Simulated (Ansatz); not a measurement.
# CoO: how settings move the results

An exercise on one series of results from a longer session: the logs are not shown, and one member is left open.

Program: Ansatz 0.2.0. Level of theory: DFT PBEsol, scalar-relativistic, plane waves, PAW. These are calculated values, not measurements.

### The starting structure

The structure is trigonal, space group R-3m (No. 166). The conventional cell has a = 3.011 Å, b = 3.011 Å, c = 7.320 Å, α = 90.00°, β = 90.00°, γ = 120.00°. Co (site symmetry -3m) has 6 O at 2.12 Å as nearest neighbours. O (site symmetry -3m) is surrounded by 6 Co at 2.12 Å.

Structure file:

```
CELL_PARAMETERS angstrom
1.50547 0.86918 2.43993
-1.50547 0.86918 2.43993
0.00000 -1.73837 2.43993
ATOMIC_POSITIONS crystal
Co 0.00000 0.00000 0.00000
O 0.50000 0.50000 0.50000
```

The structure comes from the Materials Project (structure only); it is used as listed.

The first run:

The input, input.yaml:

```yaml
crystal:
  lattice:
    - [1.5054695445, 0.8691832468, 2.4399269062]
    - [-1.5054695445, 0.8691832468, 2.4399269062]
    - [0.0, -1.7383664936, 2.4399269062]
  atoms:
    - { symbol: Co, position: [0.0, 0.0, 0.0], spin: 3.0 }
    - { symbol: O, position: [0.5, 0.5, 0.5], spin: 1.0 }
basis:
  ecutwfc: 420
kpoints:
  mp_grid: { grid: [6, 6, 6] }
hamiltonian:
  xc: pbesol
scf:
  occupations: { method: gaussian, width: 0.1 }
output:
  forces: true
  stress: true
  eigenvalues: true
  populations: true
magnetization:
  spin_polarized: true
```

Launch:

```console
$ ansatz run input.yaml --threads 1 --pin off --max-ram 2560MiB --backend cpu --events-out ev --progress --plain --runs-dir out
```

Steps of the session up to this table: Probe: one point at the start; Base run on a denser mesh; Plane-wave cutoff set to 150 eV; Plane-wave cutoff: 200 eV; Plane-wave cutoff set to 250 eV; Plane-wave cutoff: 300 eV; Plane-wave cutoff: 350 eV; Plane-wave cutoff: 380 eV; Plane-wave cutoff: 460 eV; Plane-wave cutoff: 520 eV; Plane-wave cutoff: 600 eV; Plane-wave cutoff set to 700 eV; Plane-wave cutoff set to 850 eV.

One of the session's tables, all rows but one given; the rest of the session is left out.

It belongs to the step «The sweep of the plane-wave cutoff side by side». 

| cutoff (eV) | ΔE (meV/atom) | pressure (GPa) | cell moment (μB) |
| --- | --- | --- | --- |
| 150 | 61060 | 113.58 | 0.00 |
| 200 | 13380 | -28.01 | 2.56 |
| 250 | 2920 | -19.75 | 2.91 |
| 300 | 529 | -7.06 | 2.97 |
| 350 | 71.9 | -8.63 | 2.95 |
| 380 | 22.2 | -8.98 | 2.96 |
| 420 | 6.29 | -9.01 | 2.96 |
| 460 | 2.72 | -9.00 | 2.96 |
| 520 | ? | ? | ? |
| 600 | 0.80 | -9.02 | 2.96 |
| 700 | 0.34 | -9.02 | 2.96 |
| 850 | 0.00 | -9.02 | 2.96 |

**Question.** Estimate the row for cutoff (eV) = 520.

Worked estimate for «ΔE (meV/atom)». A straight line through the neighbours (460, 2.72) and (600, 0.80) gives 2.72 + (0.80 − 2.72) × (520 − 460) / (600 − 460) = 1.90; a parabola fitted to 4 rows on both sides gives 1.69.

**Answer.** ΔE (meV/atom): 1.41; pressure (GPa): -9.00; cell moment (μB): 2.96. In «ΔE (meV/atom)» the line misses by +0.49 and the parabola by +0.28.

Caveats from the session: Without a U such compounds often come out metallic though many are antiferromagnetic insulators. Warnings in the runs' records: cutoff below recommended, seeded moment not kept.
